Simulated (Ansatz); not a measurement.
# YMg2GaC6N6: what a guessed cell relaxes into

Where does this trial cell of YMg2GaC6N6 go when cell and atoms are let free?

Program: Ansatz 0.2.0. Level of theory: DFT PBE, scalar-relativistic, plane waves, PAW. These are calculated values, not measurements.

### Step 1. The system as given

Symmetry: Fm-3m, No. 225, cubic system. Conventional cell: a = 10.552 Å, b = 10.552 Å, c = 10.552 Å, α = 90.00°, β = 90.00°, γ = 90.00°. Around Y (site symmetry m-3m) lie 6 N at 2.21 Å. Mg (site symmetry -43m) has 12 N at 3.76 Å and 12 C at 3.80 Å in its first shell of neighbours. Ga (site symmetry m-3m) is surrounded by 6 C at 1.90 Å. C (site symmetry 4mm) has 1 N at 1.17 Å and 1 Ga at 1.90 Å in its first shell of neighbours. Around N (site symmetry 4mm) lie 1 C at 1.17 Å.

As a file:

```
Y Mg Ga C N
1.0
     0.00000    5.27600    5.27600
     5.27600    0.00000    5.27600
     5.27600    5.27600    0.00000
Y Mg Ga C N
1 2 1 6 6
Direct
  0.50000 0.50000 0.50000
  0.25000 0.25000 0.25000
  0.75000 0.75000 0.75000
  0.00000 0.00000 0.00000
  0.82032 0.17968 0.17968
  0.17968 0.82032 0.17968
  0.17968 0.17968 0.82032
  0.17968 0.82032 0.82032
  0.82032 0.17968 0.82032
  0.82032 0.82032 0.17968
  0.70944 0.29056 0.29056
  0.29056 0.70944 0.29056
  0.29056 0.29056 0.70944
  0.29056 0.70944 0.70944
  0.70944 0.29056 0.70944
  0.70944 0.70944 0.29056
```

The cell is invented: cyanide-bridged rock-salt net of two metals, 2 guest cations a cell (Fm-3m, No. 225). Lengths come from tabulated atomic sizes and are only a guess.

### Step 2. A first look at the guess

File input.yaml:

```yaml
crystal:
  lattice:
    - [0.0, 5.276, 5.276]
    - [5.276, 0.0, 5.276]
    - [5.276, 5.276, 0.0]
  atoms:
    - { symbol: "Y", position: [0.5, 0.5, 0.5] }
    - { symbol: Mg, position: [0.25, 0.25, 0.25] }
    - { symbol: Mg, position: [0.75, 0.75, 0.75] }
    - { symbol: Ga, position: [0.0, 0.0, 0.0] }
    - { symbol: C, position: [0.82031842, 0.17968158, 0.17968158] }
    - { symbol: C, position: [0.17968158, 0.82031842, 0.17968158] }
    - { symbol: C, position: [0.17968158, 0.17968158, 0.82031842] }
    - { symbol: C, position: [0.17968158, 0.82031842, 0.82031842] }
    - { symbol: C, position: [0.82031842, 0.17968158, 0.82031842] }
    - { symbol: C, position: [0.82031842, 0.82031842, 0.17968158] }
    - { symbol: "N", position: [0.70943897, 0.29056103, 0.29056103] }
    - { symbol: "N", position: [0.29056103, 0.70943897, 0.29056103] }
    - { symbol: "N", position: [0.29056103, 0.29056103, 0.70943897] }
    - { symbol: "N", position: [0.29056103, 0.70943897, 0.70943897] }
    - { symbol: "N", position: [0.70943897, 0.29056103, 0.70943897] }
    - { symbol: "N", position: [0.70943897, 0.70943897, 0.29056103] }
basis:
  ecutwfc: 420
kpoints:
  mp_grid: { grid: [4, 4, 4] }
hamiltonian:
  xc: pbe
scf:
  occupations: { method: gaussian, width: 0.1 }
  lower_state_search: "off"
output:
  forces: true
  stress: true
  eigenvalues: true
```

Launch:

```console
$ ansatz run input.yaml --threads 1 --pin off --max-ram 2560MiB --backend cpu --events-out ev --progress --plain --runs-dir out
```

The session goes on with these runs: spin check on a coarse mesh; a loose first relaxation; full relaxation.

What does the calculation give? Wanted: conventional cell; volume; energy over the elements; gap on the mesh.

**Answer**, as computed:

| quantity | value |
| --- | --- |
| symmetry at the end (tolerance 0.02 Å) | space group Fm-3m (No. 225) |
| conventional cell | a = 11.407 Å, b = 11.407 Å, c = 11.407 Å, α = 90.00°, β = 90.00°, γ = 90.00° |
| volume | 23.19 Å³/atom |
| energy over the elements (uncorrected; H, N, O, F and Cl as molecules) | +0.25 eV/atom |
| gap on the mesh | 0.58 eV |

The space group Fm-3m (No. 225) is kept, and the volume per atom grows by 26.3 % from the first guess. The formation energy is positive, so the separate elements lie lower. No finished test with a distortion of lower symmetry is shown, so the end may be a saddle point. Other magnetic orders were not searched.

Counted by bands, a gap of 0.04 eV stays open on the mesh in one run that reads as metallic: the smearing reaches across it.
